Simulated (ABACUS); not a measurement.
The system is NaLaMnMoO6.

```xyz
10
Lattice="-2.7229 2.7229 3.8989 2.7229 -2.7229 3.8989 2.7229 2.7229 -3.8989" Properties=species:S:1:pos:R:3 pbc="T T T"
Na    2.7229    0.0000    1.9494
La    0.0000    2.7229    1.9494
Mn    0.0000    0.0000    3.8989
Mo    0.0000    0.0000    0.0000
O     1.6123    1.1308    0.0001
O     1.5921   -1.1106    3.8988
O     1.1106    1.5921    3.8990
O     1.1308    3.8336   -0.0001
O     0.0000    0.0000    1.9646
O     0.0000    0.0000    5.8332
```

The cell was built by a generator and needn't be a form met in nature.

Base run:

```yaml
Program: ABACUS 3.10.1
Functional: PBE
Potentials_or_basis: PseudoDojo NC SR 0.4.1 PBE standard
Cutoff: 1510 eV
Density_cutoff: 6041 eV
Basis: DZP LCAO (the cutoffs set its grid)
k_mesh: 7 × 7 × 7
Occupations: fermi-dirac, width 0.05 eV
Spin: collinear spin, ferromagnetic start
Starting_moments: "[0.0, 0.0, 4.0, 1.0, 0.0, 0.0, 0.0, 0.0, 0.0, 0.0] μB"
```

Its results: band gap on the k mesh none (metal or under the smearing width); pressure 2.1 GPa; net moment 2.21 μB per cell; site moments Na +0.00; La -0.04; Mn +2.88; Mo -0.63; O -0.01, +0.01, -0.00 μB; largest force 0.123 eV/Å.

The run is repeated on the same cell with these changes: basis from DZP LCAO (the cutoffs set its grid) to TZDP LCAO (the cutoffs set its grid). What comes out?

Band gap on the k mesh none (metal or under the smearing width); pressure 1.3 GPa; net moment 2.21 μB per cell; site moments Na -0.01; La -0.08; Mn +3.07; Mo -0.76; O -0.01, +0.01, +0.00 μB; largest force 0.160 eV/Å.

Caveats: the atomic orbitals were generated for these runs and aren't a published set; the basis of atomic orbitals isn't converged, which shifts pressures, moduli and gaps; a cell with one magnetic atom can't hold antiferromagnetic order, which such compounds often take; semilocal functionals often make such compounds metallic where correlation or magnetic order opens a gap, which also shifts bond lengths.

Not every run made on this cell is shown here.
